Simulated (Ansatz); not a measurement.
**Si2H4OF2 (SMILES O[SiH](F)[SiH2]F) at BLYP/def2-SVP**

Aim: the energy change on altering one bond length of Si2H4OF2 at BLYP/def2-SVP, from 2 runs. 

The results are computed with Ansatz 0.2.0.

69 further runs of the same task are left out: 69 set aside as unsound or not needed.

**1. Starting point**

The species is Si2H4OF2 (9 atoms), meant as a singlet with charge 0. SMILES: `O[SiH](F)[SiH2]F`. The coordinates come from a PBE0-D4/def2-TZVP relaxation. This is one conformer, not always the lowest.

Bond lengths: O1–Si2 1.634 Å, Si2–F3 1.601 Å, Si2–Si4 2.358 Å, Si4–F5 1.612 Å, O1–H6 0.959 Å, Si2–H7 1.480 Å, Si4–H8 1.485 Å, Si4–H9 1.487 Å. Some angles: O1–Si2–F3 110.8°, O1–Si2–Si4 109.5°, F3–Si2–Si4 107.8°, Si2–Si4–F5 106.0°, O1–Si2–H7 106.2°, F3–Si2–H7 107.1°, Si4–Si2–H7 115.4°, Si2–O1–H6 118.4°, Si2–Si4–H8 114.0°, Si2–Si4–H9 111.6°.

**2. The energy at BLYP/def2-SVP**

File input.yaml:

```yaml
crystal:
  periodic: [false, false, false]
  atoms:
    - symbol: O
      position_ang: [0.844300, 1.766700, -0.485000]
    - symbol: Si
      position_ang: [0.969400, 0.137800, -0.453100]
    - symbol: F
      position_ang: [0.986700, -0.459700, -1.938500]
    - symbol: Si
      position_ang: [-0.894000, -0.772400, 0.668300]
    - symbol: F
      position_ang: [-2.133900, 0.202600, 0.333800]
    - symbol: H
      position_ang: [-0.014200, 2.154900, -0.665100]
    - symbol: H
      position_ang: [2.284600, -0.163900, 0.153800]
    - symbol: H
      position_ang: [-1.253000, -2.143900, 0.226600]
    - symbol: H
      position_ang: [-0.701500, -0.768300, 2.142300]
basis:
  gaussian: {orbitals: def2-SVP}
total_charge: 0
hamiltonian: {xc: {name: BLYP}}
accuracy: high
output: {orbitals: {seedname: orbitals}}
```

Launch:

```sh
$ ansatz run input.yaml --threads 1 --pin off --max-ram 3480MiB --events-out events.jsonl --progress --plain --runs-dir runs
```

Log:

```text
Warning: RAYON_NUM_THREADS=1 ignored (pool sized by the plan → 1); use --threads N
Functional definition: BLYP
  name "BLYP"
  parameter beta = 0.0042
  parameter a = 0.04918
  parameter b = 0.132
  parameter c = 0.2533
  parameter d = 0.349
  exchange = b88_x(beta = beta)
  correlation = lyp_c(a = a, b = b, c = c, d = d)
2049 factors; integrals over basis functions are off by at most 5.5e-9 eV
mean field evaluation 1: about -23284.5903 eV, gradient 7.1e1 eV
mean field evaluation 2: about -23235.3389 eV, gradient 1.7e2 eV
mean field evaluation 4: about -23292.4602 eV, gradient 1.6e1 eV
mean field evaluation 8: about -23292.8777 eV, gradient 5.5e-1 eV
mean field evaluation 16: about -23292.8784 eV, gradient 2.2e-5 eV
mean field -23292.87840802 eV, -855.9974930147 hartree, gradient 5.2e-8 eV, S^2 0.000000; 0 other end points of the search recorded, 0 dependent functions left out
reference -23292.87846354 eV, -855.9974950551 hartree; 29, 29 occupied and 69, 69 virtual orbitals, 2049 factors
Total energy: -23292.87846354 eV, -855.9974950551 hartree
```

Wall time 7.8 s (1 thread of Arm Neoverse V1, shared host); peak memory 0.25 GiB.

**3. The distorted shape at the same level**

File input.yaml:

```yaml
crystal:
  periodic: [false, false, false]
  atoms:
    - {symbol: O, position_ang: [0.647016, 1.811956, -0.576037]}
    - {symbol: Si, position_ang: [0.772116, 0.183056, -0.544137]}
    - {symbol: F, position_ang: [0.789416, -0.414444, -2.029537]}
    - {symbol: Si, position_ang: [-1.091284, -0.727144, 0.577263]}
    - {symbol: F, position_ang: [-2.331184, 0.247856, 0.242763]}
    - {symbol: H, position_ang: [-0.211484, 2.200156, -0.756137]}
    - {symbol: H, position_ang: [2.284600, -0.163900, 0.153800]}
    - {symbol: H, position_ang: [-1.450284, -2.098644, 0.135563]}
    - {symbol: H, position_ang: [-0.898784, -0.723044, 2.051263]}
basis:
  gaussian: {orbitals: def2-SVP}
hamiltonian: {xc: {name: BLYP}}
accuracy: high
output: {orbitals: {seedname: orbitals}}
```

Launch:

```sh
$ ansatz run input.yaml --threads 1 --pin off --max-ram 3480MiB --events-out events.jsonl --progress --plain --runs-dir runs
```

Log, shortened:

```text
Warning: RAYON_NUM_THREADS=1 ignored (pool sized by the plan → 1); use --threads N
[... 9 set-up lines as earlier in the session ...]
2042 factors; integrals over basis functions are off by at most 7.4e-9 eV
mean field evaluation 1: about -23284.2930 eV, gradient 7.1e1 eV
mean field evaluation 2: about -23233.3246 eV, gradient 1.7e2 eV
mean field evaluation 4: about -23292.1604 eV, gradient 1.7e1 eV
mean field evaluation 8: about -23292.6071 eV, gradient 5.8e-1 eV
mean field evaluation 16: about -23292.6080 eV, gradient 2.8e-5 eV
mean field -23292.60798000 eV, -855.9875549682 hartree, gradient 5.6e-8 eV, S^2 0.000000; 0 other end points of the search recorded, 0 dependent functions left out
reference -23292.60803602 eV, -855.9875570268 hartree; 29, 29 occupied and 69, 69 virtual orbitals, 2042 factors
Total energy: -23292.60803602 eV, -855.9875570268 hartree
```

Wall time 7.8 s (1 thread of Arm Neoverse V1, shared host); peak memory 0.25 GiB.

**4. What came out**

At BLYP/def2-SVP:

| quantity | value |
| --- | --- |
| first shape: total energy | -855.99750 Eh |
| first shape: HOMO energy | -6.62 eV |
| first shape: LUMO energy | -1.36 eV |
| first shape: HOMO–LUMO gap | 5.26 eV |
| distorted shape: total energy | -855.98756 Eh |
| distorted shape: HOMO energy | -6.63 eV |
| distorted shape: LUMO energy | -1.43 eV |
| distorted shape: HOMO–LUMO gap | 5.19 eV |
| energy change with the Si2–H7 bond stretched from 1.480 to 1.702 Å | 0.270 eV |

**Reading.** With the Si2–H7 bond stretched from 1.480 to 1.702 Å the energy rises by 0.27 eV (26.1 kJ/mol). The first shape isn't relaxed at this level, so the change isn't measured from a minimum.
